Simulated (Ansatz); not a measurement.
# Zr2Ir: the cost of one run

Program: Ansatz 0.2.0, driven from Python. Level of theory: DFT r2SCAN, plane waves, PAW. These are calculated values, not measurements.

## 1. The system

The structure is tetragonal, space group I4/mcm (No. 140). The conventional cell has a = 6.502 Å, b = 6.502 Å, c = 5.794 Å, α = 90.00°, β = 90.00°, γ = 90.00°. Around Zr (site symmetry m2m) lie 4 Ir at 2.81 Å and 3 Zr at 3.20 to 3.22 Å. Around Ir (site symmetry 422) lie 8 Zr at 2.81 Å and 2 Ir at 2.90 Å.

The script reads zr2ir.cif:

```cif
data_Zr2Ir
_cell_length_a 5.433986
_cell_length_b 5.433986
_cell_length_c 5.433986
_cell_angle_alpha 106.51053
_cell_angle_beta 106.51053
_cell_angle_gamma 115.57021
_symmetry_space_group_name_H-M 'P 1'
_symmetry_Int_Tables_number 1
loop_
_symmetry_equiv_pos_as_xyz
'x, y, z'
loop_
_atom_site_label
_atom_site_type_symbol
_atom_site_fract_x
_atom_site_fract_y
_atom_site_fract_z
Zr1 Zr    0.673974    0.173974    0.847948
Zr2 Zr    0.326026    0.826026    0.152052
Zr3 Zr    0.826026    0.673974    0.500000
Zr4 Zr    0.173974    0.326026    0.500000
Ir5 Ir    0.750000    0.750000    0.000000
Ir6 Ir    0.250000    0.250000    0.000000
```

## 2. The script

vcrelax_zr2ir.py reads:

```python
# -*- coding: utf-8 -*-
"""Variable-cell relaxation of Zr2Ir."""

import json

import ansatz as az
from ase import Atoms
from ase.io import read
from ase.neighborlist import neighbor_list
import matplotlib.pyplot as plt
import numpy as np

KGRID = (6, 6, 6)
SMEARING_WIDTH = 0.1
FORCE_TOL = 0.03

def edges_and_angles(cell):
    cell = np.asarray(cell)
    a, b, c = np.linalg.norm(cell, axis=1)
    cosines = cell[1] @ cell[2] / (b * c), cell[0] @ cell[2] / (a * c), cell[0] @ cell[1] / (a * b)
    return (a, b, c, *np.degrees(np.arccos(cosines)))


def main():
    atoms = read("zr2ir.cif")
    xtal = az.Crystal.from_ase(atoms)

    # every cell quantity that the symmetry leaves free
    base = (
        xtal.calculation()
        .functional(az.Functional.R2SCAN)
        .kpoints(*KGRID)
        .occupations(az.OccupationsMethod.METHFESSEL_PAXTON, width=SMEARING_WIDTH)
        .relax(force_tolerance=FORCE_TOL, cell=True, stress_tolerance=0.1)
        .band_table()
    )
    done = base.run(events_out="stream.ndjson")
    with open("stream.ndjson") as stream:
        events = [json.loads(line) for line in stream]
    steps = [e["data"] for e in events if e["event"] == "relax_step"]
    report = done.report
    for s in steps:
        flag = "" if s["accepted"] else "  (rejected)"
        print("step %2d  E = %.5f eV  largest force component = %.4f eV/A%s" % (s["step"], s["lagrangian_ev"], s["allowed_force_max_ev_ang"], flag))

    first, last = steps[0], steps[-1]
    symbols = [site.symbol for site in done.lattice.sites]
    print(f"energy gained {first['lagrangian_ev'] - last['lagrangian_ev']:.4f} eV in {len(steps) - 1} steps")
    for label, vectors in (("before", first["cell_ang"]), ("after", done.lattice.cell_ang)):
        print(label, "a b c (A) {:.4f} {:.4f} {:.4f}  angles {:.2f} {:.2f} {:.2f}".format(*edges_and_angles(vectors)), f" V = {abs(np.linalg.det(vectors)):.3f} A^3")
    print("final stress xx yy zz (GPa, compression positive):", np.round(np.diag(report["stress_gpa"]), 3) + 0.0)

    final = Atoms(symbols, positions=last["positions_ang"], cell=done.lattice.cell_ang, pbc=True)
    i, j, d = neighbor_list("ijd", final, 4.5)
    print("neighbours within 1.1 times the shortest distance of each atom (A)")
    for atom in range(len(final)):
        near = [m for m in np.argsort(d) if i[m] == atom]
        shell = [m for m in near if d[m] < 1.1 * d[near[0]]]
        print(f"{symbols[atom]}{atom} ({len(shell)}):", ", ".join(f"{symbols[j[m]]} {d[m]:.3f}" for m in shell))

    fig, (top, bottom) = plt.subplots(2, 1, sharex=True, figsize=(4.5, 4))
    top.plot([s["lagrangian_ev"] - last["lagrangian_ev"] for s in steps], "o-")
    top.set_ylabel("E - E(final) (eV)")
    bottom.semilogy([max(s["allowed_force_max_ev_ang"], 1e-6) for s in steps], "s-")
    bottom.set(xlabel="step", ylabel="largest force (eV/A)")
    fig.tight_layout()
    fig.savefig("relax.png", dpi=100)

    for key in ("converged", "n_iterations", "n_electrons", "n_kpoints", "n_pw", "n_symmetry_ops", "free_energy_ev", "fermi_energy_ev"):
        print(f"{key:18s} {report[key]}")

    table = np.array(report["eigenvalues_ev"]) - report["fermi_energy_ev"]
    filling = np.array(report["occupations"])
    weights = np.tile(report["kweights"], len(table) // len(report["kweights"]))
    print("band   lowest  highest (eV from E_F)  electrons")
    for band in range(table.shape[1]):
        if table[:, band].max() > -8:
            print(f"{band + 1:4d} {table[:, band].min():8.3f} {table[:, band].max():8.3f} {weights @ filling[:, band]:18.4f}")
    print("electrons counted from the table:", round(float(weights @ filling.sum(axis=1)), 5))


if __name__ == "__main__":
    main()
```

## 3. The calls as engine input

The package turns the script's settings into the engine's input:

```yaml
crystal:
  lattice:
    - [5.433986, 0.0, 0.0]
    - [-2.345399634448739, 4.901765437362719, 0.0]
    - [-1.5442929303024977, -2.450882317991875, 4.597449190254145]
  atoms:
    - { symbol: Zr, position: [0.673974, 0.17397399999999996, 0.847948] }
    - { symbol: Zr, position: [0.326026, 0.826026, 0.15205200000000002] }
    - { symbol: Zr, position: [0.8260260000000001, 0.673974, 0.5] }
    - { symbol: Zr, position: [0.173974, 0.326026, 0.5] }
    - { symbol: Ir, position: [0.75, 0.75, 0.0] }
    - { symbol: Ir, position: [0.25, 0.25, 0.0] }
kpoints:
  mp_grid:
    grid: [6, 6, 6]
hamiltonian:
  xc: r2scan
scf:
  occupations:
    method: methfessel_paxton
    width: 0.1
relax:
  f_tol: 0.03
  cell:
    stress_tol: 0.1
output:
  eigenvalues: true
```

## 4. Running it

Launch:

```sh
$ python vcrelax_zr2ir.py
```

What time and memory should one allow on 1 thread of Arm Neoverse N1, shared host?

About 2.8 min, with a peak of 0.93 GiB.
